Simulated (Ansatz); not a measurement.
# ZrRh3: the cost of one run

Computed with Ansatz 0.2.0, driven from Python. Level of theory: DFT PBEsol, plane waves, PAW.

## 1. The system

The structure is cubic, space group Pm-3m (No. 221). The conventional cell has a = 3.927 Å, b = 3.927 Å, c = 3.927 Å, α = 90.00°, β = 90.00°, γ = 90.00°. Zr (site symmetry m-3m) has 12 Rh at 2.78 Å as nearest neighbours. Rh (site symmetry 4/mmm) has 4 Zr at 2.78 Å and 8 Rh at 2.78 Å as nearest neighbours.

The script holds or builds the structure itself.

## 2. Script

Input file zrrh3_md.py:

```python
# -*- coding: utf-8 -*-
"""Short molecular dynamics of ZrRh3."""

import json

import ansatz
from ase import Atoms
from ase.neighborlist import neighbor_list
import numpy as np

structure = (
    ansatz.Lattice.of((3.927, 0.0, 0.0), (0.0, 3.927, 0.0), (0.0, 0.0, 3.927))
    .atom("Zr", (0.0, 0.0, 0.0))
    .atom("Rh", (0.0, 0.5, 0.5))
    .atom("Rh", (0.5, 0.0, 0.5))
    .atom("Rh", (0.5, 0.5, 0.0))
)

# a small cell and a short run: a test of the set-up, no statistics
calc = (
    structure.supercell(2, 1, 1).calculation()
    .functional("pbesol")
    .pseudopotentials("paw")
    .basis(510)
    .kpoints(1, 2, 2)
    .occupations(ansatz.OccupationsMethod.METHFESSEL_PAXTON)
    .md("npt_langevin", timestep=2.0, steps=25, temperature=100, friction=0.01, pressure=0, initial_velocities="maxwell_boltzmann", seed=217)
)
res = calc.run(events_out="zrrh3.ndjson")
with open("zrrh3.ndjson") as stream:
    events = [json.loads(line) for line in stream]
steps = [e["data"] for e in events if e["event"] == "md_step"]
rep = res.report

for s in steps[::1]:
    print("%3d %7.1f fs  total %.4f eV  T %6.1f K" % (s["step"], s["time_fs"], s["lagrangian_ev"] + s["e_kin_ev"], s["temperature_k"]))

temperature = np.array([s["temperature_k"] for s in steps])
print(f"mean temperature of the second half {temperature[len(steps) // 2 :].mean():.1f} K")

symbols = [site.symbol for site in res.lattice.sites]
pairs = np.concatenate([neighbor_list("d", Atoms(symbols, positions=s["positions_ang"], cell=res.lattice.cell_ang, pbc=True), 4.5) for s in steps[len(steps) // 2 :]])
counts, edges = np.histogram(pairs, bins=np.arange(0.5, 4.51, 0.25))
for low, count in zip(edges, counts / (len(symbols) * len(steps[len(steps) // 2 :]))):
    print(f"{low:4.2f}-{low + 0.25:4.2f} A  {count:6.2f} neighbours an atom")

track = np.array([s["positions_ang"] for s in steps])
names = np.array([site.symbol for site in res.lattice.sites])
for name in sorted(set(names)):
    msd = ((track[:, names == name] - track[0, names == name]) ** 2).sum(axis=2).mean(axis=1)
    print(f"mean square displacement of {name} (A^2):", np.round(msd[:: max(len(msd) // 6, 1)], 4))

print("last positions (A) and velocities (A/fs)")
for site, xyz, vel in zip(res.lattice.sites, steps[-1]["positions_ang"], steps[-1]["velocities_ang_fs"]):
    print(f"{site.symbol:2s}", " ".join(f"{v:8.4f}" for v in xyz), " ", " ".join(f"{v:9.5f}" for v in vel))
```

## 3. The input behind the calls

The package turns the script's settings into the engine's input:

```yaml
crystal:
  lattice:
    - [3.927, 0.0, 0.0]
    - [0.0, 3.927, 0.0]
    - [0.0, 0.0, 3.927]
  atoms:
    - { symbol: Zr, position: [0.0, 0.0, 0.0] }
    - { symbol: Rh, position: [0.0, 0.5, 0.5] }
    - { symbol: Rh, position: [0.5, 0.0, 0.5] }
    - { symbol: Rh, position: [0.5, 0.5, 0.0] }
  supercell: [2, 1, 1]
basis:
  ecutwfc: 510.0
kpoints:
  mp_grid:
    grid: [1, 2, 2]
hamiltonian:
  xc: pbesol
  pseudopotentials:
    kind: paw
scf:
  occupations:
    method: methfessel_paxton
md:
  timestep: 2.0
  n_steps: 25
  ensemble: npt_langevin
  temperature: 100.0
  friction: 0.01
  pressure: 0.0
  initial_velocities: maxwell_boltzmann
  seed: 217
```

## 4. Launch

The run is started by

```bash
> python zrrh3_md.py
```

**Question.** How long does this script take on 1 thread of Arm Neoverse V1, shared host, and how much memory does it need?

About 71 s, with a peak of 0.56 GiB.
